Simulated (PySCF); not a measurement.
# CBr⁺: basis, grid and Hamiltonian

Aim: see how much the energy and properties of CBr⁺ depend on the numerical set-up.

Method: each script names its method and basis; program: PySCF 2.14.0.

4 further runs of the same task are left out: 4 that didn't finish.

## (1) Starting geometry

CBr⁺: 2 atoms, charge 1, spin multiplicity 1.

Bond lengths: C1–Br2 2.214 Å.

## (2) Base script

File input.py:

```python
from pyscf import gto, scf

mol = gto.M(
    atom='C 0 0 0; Br 0 0 2.214',
    basis='jorge-dzp-dkh',
    charge=1,
    spin=0,
    symmetry=True,
    verbose=3,
)
mf = scf.RHF(mol)
mf = mf.sfx2c1e()
mf.kernel()
mf.nuc_grad_method().kernel()
mf.dip_moment()
print('orbital energies (hartree):', mf.mo_energy[..., max(0, mol.nelec[1]-3):mol.nelec[0]+3].round(4))
```

The run is started by

```
> OMP_NUM_THREADS=1 python input.py
```

Its log is not repeated here.

It gives: E(SCF) = -2641.622354 Eh, gradient on the second atom 0.0995 Eh/bohr.

The bond length is a typed value, not an optimised one. The dipole of an ion depends on the origin.

## (3) X2c-svpall

Edit 1 changes basis set: jorge-dzp-dkh → x2c-svpall.

File input.py:

```python
from pyscf import gto, scf

mol = gto.M(
    atom='C 0 0 0; Br 0 0 2.214',
    basis='x2c-svpall',
    charge=1,
    spin=0,
    symmetry=True,
    verbose=3,
)
mf = scf.RHF(mol)
mf = mf.sfx2c1e()
mf.kernel()
mf.nuc_grad_method().kernel()
mf.dip_moment()
print('orbital energies (hartree):', mf.mo_energy[..., max(0, mol.nelec[1]-3):mol.nelec[0]+3].round(4))
```

The run is started by

```
> OMP_NUM_THREADS=1 python input.py
```

## (4) Sbkjc (core potential on, X2C off)

Edit 2 changes basis set: jorge-dzp-dkh → sbkjc; core potential: off → on; spin-free X2C: on → off. The core potential changes with it: totals don't compare.

Changes to input.py since step 2:

```diff
@@ -4,3 +4,4 @@
     atom='C 0 0 0; Br 0 0 2.214',
-    basis='jorge-dzp-dkh',
+    basis='sbkjc',
+    ecp={'C': 'sbkjc', 'Br': 'sbkjc'},
     charge=1,
@@ -11,3 +12,2 @@
 mf = scf.RHF(mol)
-mf = mf.sfx2c1e()
 mf.kernel()
```

## (5) Density fitting auto

Edit 3 changes density fitting: none → auto.

Changes to input.py since step 2:

```diff
@@ -12,2 +12,3 @@
 mf = mf.sfx2c1e()
+mf = mf.density_fit()
 mf.kernel()
```

## (6) Jorge-dzp (X2C off)

Edit 4 changes basis set: jorge-dzp-dkh → jorge-dzp; spin-free X2C: on → off.

Changes to input.py since step 2:

```diff
@@ -4,3 +4,3 @@
     atom='C 0 0 0; Br 0 0 2.214',
-    basis='jorge-dzp-dkh',
+    basis='jorge-dzp',
     charge=1,
@@ -11,3 +11,2 @@
 mf = scf.RHF(mol)
-mf = mf.sfx2c1e()
 mf.kernel()
```

## (7) Spin-free X2C off

Edit 5 changes spin-free X2C: on → off.

Changes to input.py since step 2:

```diff
@@ -11,3 +11,2 @@
 mf = scf.RHF(mol)
-mf = mf.sfx2c1e()
 mf.kernel()
```

Before running it: what results should come out? Wanted: for each run, E(SCF); from base; gap.

As calculated:

| run | E(SCF) (hartree) | from base (eV) | gap (eV) | functions |
| --- | --- | --- | --- | --- |
| base | -2641.622354 | 0 | 10.81 | 58 |
| x2c-svpall | -2641.266118 | +9.6937 | 10.79 | 46 |
| sbkjc (core potential on, X2C off) | -18.045407 | not comparable | n/a | 16 |
| density fitting auto | -2641.622622 | -0.0073 | 10.82 | 58 |
| jorge-dzp (X2C off) | -2609.630540 | not comparable | 10.80 | 58 |
| spin-free X2C off (poor choice) | -2602.034745 | not comparable | 10.81 | 58 |

What this shows: The largest comparable shift of the SCF energy, +9.694 eV, comes with the run “x2c-svpall”. x2c-svpall (46 functions) gives an energy 9.69 eV higher than jorge-dzp-dkh (58). Rows marked «poor choice» come from settings spoiled on purpose.
